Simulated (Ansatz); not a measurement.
Predict the output of the script below (Ansatz's Python interface).

`torsion.py`:
```python
"""Rigid torsion scan of CH4GeO."""

import ansatz as az
from ase import Atoms

atoms = Atoms(["C", "O", "Ge", "H", "H", "H", "H"], positions=[
    [-0.4457, 0.5993, -0.0168],
    [-0.7555, -0.7115, 0.2411],
    [0.5979, -1.661, -0.4191],
    [-0.3535, 0.8405, -1.1276],
    [0.4322, 0.9813, 0.4692],
    [-1.3385, 1.2649, 0.36],
    [1.9244, -1.3816, 0.4475],
])

# start the scan from a relaxed geometry
first = (
    az.Crystal.molecule_from_ase(atoms).calculation()
    .basis(gaussian="def2-SVP")
    .functional("cam_b3lyp")
    .accuracy("medium")
    .scf(lower_state_search="off")
    .relax(force_tolerance=0.02, max_steps=80)
)
atoms.positions = first.run(threads=1, backend="cpu").report["positions_ang"]

start = atoms.get_dihedral(3, 0, 1, 2)
energies = {}
for turn in range(0, 360, 40):
    turned = atoms.copy()
    turned.set_dihedral(3, 0, 1, 2, start + turn, indices=[1, 2, 6])
    base = (
        az.Crystal.molecule_from_ase(turned).calculation()
        .basis(gaussian="def2-SVP")
        .functional("cam_b3lyp")
        .accuracy("medium")
        .scf(lower_state_search="off")
    )
    energies[round((start + turn) % 360)] = base.run(threads=1, backend="cpu").report["free_energy_ev"]
floor = min(energies.values())
print("dihedral H3-C0-O1-Ge2 (deg)   E - E(min) (kJ/mol)")
for angle, e in sorted(energies.items()):
    print(f"{angle:8d} {96.485332 * (e - floor):14.3f}  " + "#" * int(30 * (e - floor) / max(max(energies.values()) - floor, 1e-9)))
```

```console
$ python torsion.py
dihedral H3-C0-O1-Ge2 (deg)   E - E(min) (kJ/mol)
      39          3.901  ########################
      79          3.690  #######################
     119          0.000
     159          3.430  #####################
     199          4.148  #########################
     239          0.881  #####
     279          4.521  ############################
     319          4.792  ##############################
     359          0.885  #####
```

Notes:
- These settings explore the input space; basis and method may be short of convergence.
- The scan is rigid and the energies are electronic, in a modest basis. With rigid groups the curve can differ much from the relaxed path, the start wasn't checked as a minimum of this torsion, and equivalent turns needn't return to the same energy.
- Hardware and time: 40 s on 1 thread of Arm Neoverse V1 (shared host), peak memory 0.23 GiB.
